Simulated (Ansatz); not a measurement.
# CH5AlF2O: the cost of one run

All numbers below are computed with Ansatz 0.2.0 (UKS PBE-D4/6-31G).

## Step 1: The system as given

Bond lengths: Al1–O2 2.175 Å, O2–C3 1.398 Å, Al1–F4 1.645 Å, Al1–F5 1.643 Å, C3–H8 1.093 Å, C3–H9 1.093 Å, C3–H10 1.094 Å. Angles: Al1–O2–C3 155.3°, O2–Al1–F4 116.2°, O2–Al1–F5 114.2°, F4–Al1–F5 124.3°, O2–C3–H8 110.2°, O2–C3–H9 108.6°, O2–C3–H10 110.7°, H8–C3–H9 108.7°, H8–C3–H10 109.4°, H9–C3–H10 109.1°.

Structure file:

```xyz
10

Al   -0.0184    1.6176    0.8341
O     0.0281   -0.2854   -0.2189
C    -0.4375   -1.5574   -0.5644
F    -0.9278    2.8054    0.1497
F     0.3015    1.5053    2.4418
H     1.1047    0.3855   -0.3992
H     1.6145    1.2136   -0.2492
H    -1.4404   -1.4884   -0.9931
H     0.2356   -1.9848   -1.3127
H    -0.4603   -2.2114    0.3120
```

## Step 2: Run 1

150 steps of 0.5 fs at constant energy, with velocities drawn for 1000 K.

Contents of input.yaml:

```yaml
crystal:
  periodic: [false, false, false]
  atoms:
    - { symbol: Al, position_ang: [-0.0184, 1.6176, 0.8341] }
    - { symbol: O, position_ang: [0.0281, -0.2854, -0.2189] }
    - { symbol: C, position_ang: [-0.4375, -1.5574, -0.5644] }
    - { symbol: F, position_ang: [-0.9278, 2.8054, 0.1497] }
    - { symbol: F, position_ang: [0.3015, 1.5053, 2.4418] }
    - { symbol: H, position_ang: [1.1047, 0.3855, -0.3992] }
    - { symbol: H, position_ang: [1.6145, 1.2136, -0.2492] }
    - { symbol: H, position_ang: [-1.4404, -1.4884, -0.9931] }
    - { symbol: H, position_ang: [0.2356, -1.9848, -1.3127] }
    - { symbol: H, position_ang: [-0.4603, -2.2114, 0.312] }
magnetization:
  spin_polarized: true
basis:
  gaussian: { orbitals: "6-31G" }
hamiltonian:
  xc: pbe
  dispersion: d4
md:
  timestep: 0.5
  n_steps: 150
  ensemble: nve
  temperature: 1000.0
  initial_velocities: maxwell_boltzmann
  seed: 765147
```

On the command line:

```bash
> ansatz run input.yaml --threads 1 --pin off --max-ram 2048MiB --backend cpu --events-out ev --progress --plain --runs-dir out
```

**Question.** How long does this run take on 1 thread of Intel Xeon at 2.60GHz (Ice Lake), shared host, and how much memory does it need?

About 7.7 min, with a peak of 0.15 GiB.
